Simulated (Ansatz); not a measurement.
# C₆F₃MnO₅: one species, many methods

One table from this session's results is given with a row withheld; the runs are named, their logs left out.

Method: functionals in def2-TZVPP, the program's frozen cores in correlated methods; program: Ansatz 0.2.0, Gaussian basis.

Levels to be run: LDA (SPW92), PBE-D4, revPBE-D4, BLYP-D4, r2SCAN-D4, B97M-V, PBE0-D4, B3LYP-D4, r2SCANh-D4, r2SCAN0-D4, HSE06-D4, BHLYP-D4, CAM-B3LYP-D4, LC-ωPBE, ωB97X-V, ωB97M-V, B2PLYP, PBE-QIDH; CCSD(T)/def2-SVP; CCSD(T)/def2-TZVPP; MP2/def2-QZVPP; extrapolation to the limit; RPA on PBE.

## The geometry

The geometry comes from an earlier relaxation with PBE0-D4 in a triple-zeta def2 set; it is a stationary point, not always the lowest conformer.

SMILES `[O+]#[C][Mn-5]([C]#[O+])([C]#[O+])([C]#[O+])([C]#[O+])[C](F)(F)F`, 15 atoms, charge 0, spin multiplicity 1.

Atoms are counted from 1 here; the program's logs count them from 0.

Bond lengths: O1–C2 1.131 Å, C2–Mn3 1.852 Å, Mn3–C4 1.851 Å, Mn3–C6 1.833 Å, Mn3–C8 1.852 Å, Mn3–C10 1.852 Å, Mn3–C12 2.089 Å, C4–O5 1.131 Å, C6–O7 1.136 Å, C8–O9 1.131 Å, C10–O11 1.131 Å, C12–F13 1.360 Å, C12–F14 1.356 Å, C12–F15 1.356 Å. Angles: O1–C2–Mn3 179.4°, C2–Mn3–C4 173.8°, C2–Mn3–C6 93.2°, C2–Mn3–C8 89.9°, C2–Mn3–C10 90.7°, C2–Mn3–C12 85.2°, C4–Mn3–C6 93.0°, C4–Mn3–C8 89.0°, C4–Mn3–C10 89.7°, C4–Mn3–C12 88.6°, C6–Mn3–C8 93.0°, C6–Mn3–C10 93.1°, C6–Mn3–C12 178.0°, C8–Mn3–C10 173.8°, C8–Mn3–C12 88.3°, C10–Mn3–C12 85.6°, Mn3–C4–O5 179.7°, Mn3–C6–O7 179.6° and more.

Set-up of the first run:

Input file in.yaml:

```yaml
crystal:
  periodic: [false, false, false]
  atoms:
    - {symbol: O, position_ang: [2.419004, 0.276179, 1.707560]}
    - {symbol: C, position_ang: [1.497391, 0.335417, 1.054761]}
    - {symbol: Mn, position_ang: [-0.019066, 0.416504, -0.005455]}
    - {symbol: C, position_ang: [-1.549209, 0.298559, -1.041182]}
    - {symbol: O, position_ang: [-2.487295, 0.227153, -1.668738]}
    - {symbol: C, position_ang: [-0.024581, 2.248746, -0.036058]}
    - {symbol: O, position_ang: [-0.020195, 3.384549, -0.055738]}
    - {symbol: C, position_ang: [-1.078890, 0.343092, 1.511051]}
    - {symbol: O, position_ang: [-1.732307, 0.298511, 2.433001]}
    - {symbol: C, position_ang: [1.016056, 0.292667, -1.536295]}
    - {symbol: O, position_ang: [1.641085, 0.208940, -2.475095]}
    - {symbol: C, position_ang: [0.060808, -1.671217, 0.023057]}
    - {symbol: F, position_ang: [1.302862, -2.160280, -0.235913]}
    - {symbol: F, position_ang: [-0.742198, -2.274597, -0.887795]}
    - {symbol: F, position_ang: [-0.283475, -2.224242, 1.212840]}
basis:
  gaussian: {orbitals: def2-TZVPP}
hamiltonian: {xc: lda}
output: {orbitals: {seedname: orbitals}}
```

On the command line:

```console
$ ansatz run in.yaml --threads 4 --pin off --events-out ev --progress --plain --max-ram 46080MiB --backend cuda --devices 0, --max-vram 37GiB
```

Among the steps run: LDA; PBE-D4 (GGA); revPBE-D4 (GGA); BLYP-D4 (GGA); r2SCAN-D4 (meta-GGA); B97M-V (meta-GGA); B3LYP-D4 (hybrid); r2SCANh-D4 (hybrid); r2SCAN0-D4 (hybrid); HSE06-D4 (hybrid); BHLYP-D4 (hybrid); CAM-B3LYP-D4 (range-separated); LC-ωPBE (range-separated); ωB97X-V (range-separated); ωB97M-V (range-separated); B2PLYP (double hybrid); PBE-QIDH (double hybrid).

One of the session's tables, all rows but one given; the rest of the session is left out.

It belongs to the step «Orbital energies across the functionals». 

```
  functional  HOMO (eV)  LUMO (eV)  gap (eV)
 LDA (SPW92)      -7.22      -2.92      4.30
      PBE-D4      -6.94      -2.62      4.32
   revPBE-D4      -6.84      -2.50      4.34
     BLYP-D4      -6.81      -2.53      4.27
   r2SCAN-D4      -7.20      -2.50      4.70
      B97M-V      -7.17      -2.40      4.77
     PBE0-D4      -8.29      -1.62      6.67
    B3LYP-D4      -8.06      -1.91      6.15
  r2SCANh-D4      -7.72      -2.13      5.59
  r2SCAN0-D4      -8.52      -1.56      6.97
    HSE06-D4      -7.90      -2.00      5.89
    BHLYP-D4      -9.62      -0.53      9.08
CAM-B3LYP-D4      -9.58      -0.50      9.08
     LC-ωPBE     -10.70       0.74     11.44
     ωB97X-V          ?          ?         ?
     ωB97M-V     -10.47       0.60     11.07
```

Q: Estimate the row for ωB97X-V from the others.

As computed: HOMO (eV): -10.47; LUMO (eV): 0.67; gap (eV): 11.14.
